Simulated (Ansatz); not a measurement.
# AlGeH₃+ (doublet): the correlation ladder, cc-pVDZ

One table from this session's results is given with a row withheld; the runs are named, their logs left out.

Program: Ansatz 0.2.0, Gaussian basis. Level of theory: cc-pVDZ, core rule «outside noble gas», up to 19 orbitals frozen. These are calculated values, not measurements.

Plan: UHF; CCSD(T) on ROHF; CCSD(T) on UHF; BCCD(T) on ROHF; CISD; CCSDT(Q) on ROHF; CCSDT(Q) on UHF; CASSCF and MRCISD+Q, 9 electrons in 11 orbitals; CASSCF and MRCISD+Q(relaxed), 9 electrons in 11 orbitals; CASSCF and NEVPT2, 9 electrons in 11 orbitals.

3 further runs of the same task are left out: 3 set aside as unsound or not needed.

## What is computed

The geometry is a PBE0/def2-TZVP stationary point (not a proven minimum) of the parent state, kept for this charge and spin. No spin-orbit coupling is included. The filled d shell of Ge may be among the frozen orbitals whatever the setting's name suggests; the logs give the count.

5 atoms, charge 1, spin multiplicity 2.

Atoms are counted from 1 here; the program's logs count them from 0.

Bond lengths: Ge1–Al2 2.489 Å, Ge1–H3 1.666 Å, Ge1–H4 1.666 Å, Ge1–H5 1.569 Å, Al2–H3 1.966 Å, Al2–H4 1.966 Å. Angles: Al2–Ge1–H3 52.0°, Al2–Ge1–H4 52.0°, Al2–Ge1–H5 136.6°, H3–Ge1–H4 79.6°, H3–Ge1–H5 97.5°, H4–Ge1–H5 97.5°, Ge1–Al2–H3 41.9°, Ge1–Al2–H4 41.9°, H3–Al2–H4 65.7°, Ge1–H3–Al2 86.1°, Ge1–H4–Al2 86.1°.

Set-up of the first run:

The input, in.yaml:

```yaml
crystal:
  periodic: [false, false, false]
  atoms:
    - {symbol: Ge, position_ang: [-0.042193, 0.000000, 0.662306]}
    - {symbol: Al, position_ang: [0.019956, 0.000001, -1.825711]}
    - {symbol: H, position_ang: [0.749707, -1.065978, -0.343663]}
    - {symbol: H, position_ang: [0.749700, 1.065983, -0.343662]}
    - {symbol: H, position_ang: [1.007150, 0.000002, 1.828832]}
basis:
  gaussian: {orbitals: cc-pVDZ}
total_charge: 1
magnetization: {spin_polarized: true, initial_magnetization: 1}
hamiltonian: {xc: hf}
output: {orbitals: {seedname: orbitals}}
```

Launch:

```sh
$ ansatz run in.yaml --threads 1 --pin off --events-out ev --progress --plain --max-ram 2816MiB --backend cpu
```

Steps of the session up to this table: UHF; CCSD(T) on ROHF; CCSD(T) on UHF; BCCD(T) on ROHF; CISD; CCSDT(Q) on ROHF; CCSDT(Q) on UHF; CASSCF and MRCISD+Q, 9 electrons in 11 orbitals; CASSCF and MRCISD+Q(relaxed), 9 electrons in 11 orbitals; CASSCF and NEVPT2, 9 electrons in 11 orbitals.

One table of the session follows, with a row left open; its other results are not shown here.

```
                   method  from UCCSDT(Q) (kJ/mol)
                      UHF                   +467.0
                     RMP2                   +119.1
                     UMP2                   +132.8
                     CISD                    +56.8
                    RCCSD                    +25.3
                    UCCSD                    +20.6
                 RCCSD(T)                     +5.4
                 UCCSD(T)                     +5.7
                  BCCD(T)                     +5.9
                   RCCSDT                     +1.6
                   UCCSDT                     +1.0
                RCCSDT(Q)                     +0.3
                UCCSDT(Q)                        0
           CASSCF valence                        ?
           NEVPT2 valence                    +62.9
           MRCISD valence                    +14.5
         MRCISD+Q valence                     +3.9
MRCISD+Q(relaxed) valence                     +1.0
```

Q: Estimate the row for CASSCF valence from the others.

As computed: from UCCSDT(Q) (kJ/mol): +228.6. In the column «from UCCSDT(Q) (kJ/mol)» it lies between UMP2 (+132.8) and UHF (+467.0).

Caveats from the session: The report flags that the cluster equations may have other roots. Left out of the table: ROHF (another determinant or state than the rows shown). The program flags RCCSD(T), BCCD(T), RCCSDT(Q) as in doubt, so those rows may rest on another solution; read them beside their warnings. Restricted and unrestricted rows rest on different reference determinants; where their highest levels disagree by more than a few hundredths of an eV, they describe different states and don't form one ladder.
